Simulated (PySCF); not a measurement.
# GeO: bond curves at several levels of theory

One table from this session's results is given with a row withheld; the runs are named, their logs left out.

Method: Ge pcseg-1, O pcseg-1, no relativity; program: PySCF 2.14.0.

The first run:

The job is set up so:

```json
{
 "atoms": "Ge, O",
 "charge": "0",
 "basis": "Ge pcseg-1, O pcseg-1",
 "Hamiltonian": "no relativity",
 "basis functions": "41",
 "electrons treated": "40",
 "masses in u": "73.9212, 15.9949",
 "levels": "PBE0, PBE, r²SCAN, M06, revPBE, B2PLYP, HF, MP2, SCS-MP2, CCSD, CCSD(T)",
 "grid": "80 radial by 434 angular points",
 "occupations": "held fixed by the projection of orbital angular momentum",
 "dissociation limit": "Ge + O, each in its ground configuration",
 "starting distance in angstrom": "1.760",
 "values of 2S to try": "0, 2, 4"
}
```

Command:

```
$ OMP_NUM_THREADS=1 python dia.py task.json out
```

Among the steps run: Set-up; PBE0 along the bond; Other states along the same grid; PBE; r²SCAN (meta-GGA); M06 (hybrid meta-GGA); revPBE; B2PLYP (double hybrid); RHF (mean field); Correlated methods on the Hartree–Fock reference.

One table of the session follows, with a row left open; its other results are not shown here.

It belongs to the step «Constants by level of theory». 

```
      level  Re (Å)  ωe (cm⁻¹)  De (eV)
        RHF   1.611       1098     2.79
    RHF-MP2   1.672        913     6.71
RHF-SCS-MP2       ?          ?        ?
   RHF-CCSD   1.650        984     5.72
RHF-CCSD(T)   1.666        925     6.04
        PBE   1.668        923     7.08
     revPBE   1.674        914     6.74
     r²SCAN   1.650        969     6.61
       PBE0   1.642        991     6.30
        M06   1.643        989     6.66
     B2PLYP   1.665        916     6.60
```

Q: Estimate the row for RHF-SCS-MP2 from the others.

As computed: Re (Å): 1.667; ωe (cm⁻¹): 930; De (eV): 6.43. In the column «Re (Å)» it lies between RHF-CCSD(T) (1.666) and PBE (1.668).

De is counted to Ge + O in their ground configurations.
